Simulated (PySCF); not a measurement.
# CH7BGe: the cost of one run

The runs use PySCF 2.14.0, with density-fitted response routines of our own; the level of theory stands in each step. All values are computed, except where a source is named. Atoms count from 0, in the outputs and in this text.

## 1. The molecule as given

10 atoms, charge 0, multiplicity 1; geometry from: GFN2-xTB. The atoms were then displaced at random by about 0.01 Å, so the start is not that level's minimum.

Bonds of the start (Å): B0–Ge1 2.04, Ge1–C2 1.99, B0–H3 1.16, B0–H4 1.15, Ge1–H5 1.51, Ge1–H6 1.51, C2–H7 1.09, C2–H8 1.07, C2–H9 1.07.

## 2. Optimising the geometry at PBE0-D3(BJ)/def2-SVP

Job settings and geometry (Å):

```
{"job": {"xc": "PBE0", "basis": "def2-SVP", "d3": "d3bj", "grid": 1, "shake": 0.01, "kind": "geom"}, "charge": 0, "multiplicity": 1}
B      1.894680    -0.214420     0.037560
Ge     0.100920     0.693180    -0.288850
C     -1.419850    -0.485810     0.220210
H      2.360420    -0.918210    -0.758490
H      2.456000    -0.044750     1.021150
H     -0.172090     1.096680    -1.718540
H     -0.116300     1.989980     0.450580
H     -1.320520    -0.735800     1.277840
H     -1.374580    -1.400120    -0.327030
H     -2.358250    -0.001670     0.064510
```

Run with:

```
> OMP_NUM_THREADS=1 python probes_run.py task.json out
```

This one command runs all jobs of the session in turn.

**Question.** How long does this first job take on 1 thread of Arm Neoverse V1, shared host, and how much memory does it need?

About 12 s, with a peak of 0.39 GiB.
